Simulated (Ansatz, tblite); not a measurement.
# (H2In-mu-F)2 (In₂H₄F₂): removing and adding an electron

The task here is to estimate one member of a computed series from the others.

Program: Ansatz 0.2.0, Gaussian basis. Level of theory: as each input shows. These are calculated values, not measurements.

The runs, in order: charge +1 doublet, at the geometry of the singlet (PBE0-D4/def2-TZVP, PBE-D4/def2-TZVP, r2SCAN-D4/def2-TZVP, HSE06-D4/def2-TZVP, BLYP-D4/def2-TZVP, ωB97M-V/def2-TZVP, revPBE-D4/def2-TZVP, r2SCANh-D4/def2-TZVP); charge -1 doublet, at the geometry of the singlet (PBE0-D4/def2-TZVPD, PBE-D4/def2-TZVPD, r2SCAN-D4/def2-TZVPD); charge -1 doublet, relaxed (PBE0-D4/def2-TZVPD, PBE-D4/def2-TZVPD); the starting singlet's energies come from earlier runs.

2 further runs of the same task are left out: 1 for a known fault of the program, 1 set aside as unsound or not needed.

## The geometry

The singlet was relaxed beforehand with B3LYP-D4/def2-SVP.

8 atoms, charge 0, spin multiplicity 1.

Atoms are counted from 1 here; the program's logs count them from 0.

Bond lengths: In1–H2 1.712 Å, In1–H3 1.712 Å, In1–F4 2.157 Å, In1–F8 2.157 Å, F4–In5 2.157 Å, In5–H6 1.712 Å, In5–H7 1.712 Å, In5–F8 2.157 Å. Angles: H2–In1–H3 141.8°, H2–In1–F4 105.0°, H2–In1–F8 105.0°, H3–In1–F4 104.9°, H3–In1–F8 104.9°, F4–In1–F8 75.9°, In1–F4–In5 104.1°, F4–In5–H6 104.9°, F4–In5–H7 105.0°, F4–In5–F8 75.9°, H6–In5–H7 141.8°, H6–In5–F8 104.9°, H7–In5–F8 105.0°, In1–F8–In5 104.1°.

In takes a core potential in the def2 sets. No spin-orbit coupling is included.

Set-up of the first run:

Contents of in.yaml:

```yaml
crystal:
  periodic: [false, false, false]
  atoms:
    - {symbol: In, position_ang: [0.094725, -1.051072, -1.333868]}
    - {symbol: H, position_ang: [0.977951, -0.296361, -2.591697]}
    - {symbol: H, position_ang: [-0.730652, -2.501867, -0.951509]}
    - {symbol: F, position_ang: [-1.120342, 0.517511, -0.486658]}
    - {symbol: In, position_ang: [-0.095090, 1.050614, 1.334219]}
    - {symbol: H, position_ang: [-0.980926, 0.279452, 2.580350]}
    - {symbol: H, position_ang: [0.725753, 2.508562, 0.970330]}
    - {symbol: F, position_ang: [1.128561, -0.506828, 0.478834]}
basis:
  gaussian: {orbitals: def2-SVP}
total_charge: 1
magnetization: {spin_polarized: true, initial_magnetization: 1}
hamiltonian: {xc: pbe0, dispersion: d4}
output: {orbitals: {seedname: orbitals}}
```

Run with:

```console
ansatz run in.yaml --threads 2 --pin off --events-out ev --progress --plain --max-ram 4352MiB
```

Steps of the session up to this table: Charge +1 doublet at the fixed geometry, first pass, PBE0-D4/def2-SVP; Charge +1 doublet at the fixed geometry, PBE0-D4/def2-TZVP; Charge +1 doublet at the fixed geometry, PBE-D4/def2-TZVP; Charge +1 doublet at the fixed geometry, r2SCAN-D4/def2-TZVP; Charge +1 doublet at the fixed geometry, HSE06-D4/def2-TZVP; Charge +1 doublet at the fixed geometry, BLYP-D4/def2-TZVP; Charge +1 doublet at the fixed geometry, ωB97M-V/def2-TZVP; Charge +1 doublet at the fixed geometry, revPBE-D4/def2-TZVP; Charge +1 doublet at the fixed geometry, r2SCANh-D4/def2-TZVP.

One table of the session follows, with a row left open; its other results are not shown here.

It belongs to the step «Vertical ionisation energy». Beside −ε(HOMO) of the starting state:

| level | −ε(HOMO) (eV) | by difference (eV) | mismatch (eV) |
| --- | --- | --- | --- |
| PBE-D4/def2-TZVP | 7.27 | 9.84 | -2.57 |
| revPBE-D4/def2-TZVP | 7.23 | 9.83 | -2.61 |
| BLYP-D4/def2-TZVP | 7.19 | 9.78 | -2.59 |
| r2SCAN-D4/def2-TZVP | 7.61 | 10.08 | -2.47 |
| r2SCANh-D4/def2-TZVP | 8.08 | 10.27 | -2.19 |
| PBE0-D4/def2-TZVP | ? | ? | ? |
| HSE06-D4/def2-TZVP | 8.15 | 10.35 | -2.20 |
| ωB97M-V/def2-TZVP | 10.76 | 10.97 | -0.21 |

Q: Estimate the row for PBE0-D4/def2-TZVP from the others.

**Answer.** −ε(HOMO) (eV): 8.55; by difference (eV): 10.40; mismatch (eV): -1.85. In the column «−ε(HOMO) (eV)» it lies between HSE06-D4/def2-TZVP (8.15) and ωB97M-V/def2-TZVP (10.76).
